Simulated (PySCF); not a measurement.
# CsBi+: bond curves at several levels of theory

One table from this session's results is given with a row withheld; the runs are named, their logs left out.

Method: Cs def2-SVP with ECP46, Bi def2-SVP with ECP60, scalar-relativistic core potentials; program: PySCF 2.14.0.

Set-up of the first run:

Settings of the job:

* atoms: Cs, Bi
* charge: 1
* basis: Cs def2-SVP with ECP46, Bi def2-SVP with ECP60
* Hamiltonian: scalar-relativistic core potentials
* basis functions: 50
* electrons treated: 31
* masses in u: 132.9054, 208.9804
* levels: PBE0, PBE, r²SCAN, TPSS, BLYP, PW91, HF, MP2, SCS-MP2, CCSD, CCSD(T)
* grid: 80 radial by 434 angular points
* occupations: held fixed by the projection of orbital angular momentum
* dissociation limit: Cs+ + Bi, each in its ground configuration
* starting distance in angstrom: 3.765
* values of 2S to try: 1, 3

Started as:

```bash
> OMP_NUM_THREADS=1 python dia.py task.json out
```

Steps of the session up to this table: Set-up; The PBE0 curve of the state that the search chose; Excited determinants; PBE; r²SCAN (meta-GGA); TPSS (meta-GGA); BLYP (GGA); PW91; UHF (mean field); Adding correlation.

One table of the session follows, with a row left open; its other results are not shown here.

```
      level  Re (Å)  ωe (cm⁻¹)  De (eV)
        UHF   4.638       21.8    0.075
    UHF-MP2   4.395       28.0    0.117
UHF-SCS-MP2   4.432       26.8    0.108
   UHF-CCSD   4.400       28.1    0.118
UHF-CCSD(T)   4.387       28.5    0.121
        PBE   4.279       30.7    0.150
       PW91   4.255       31.9    0.163
       BLYP   4.396       28.0    0.133
       TPSS   4.323       29.2    0.129
     r²SCAN       ?          ?        ?
       PBE0   4.292       29.6    0.126
```

Estimate the missing values for r²SCAN.

As computed: Re (Å): 4.314; ωe (cm⁻¹): 29.5; De (eV): 0.119. In the column «Re (Å)» it lies between PBE0 (4.292) and TPSS (4.323).

De is counted to Cs+ + Bi in their ground configurations.

Caveats from the session: The bond is weak, and basis-set superposition, which was not computed, may be a sizeable part of it.
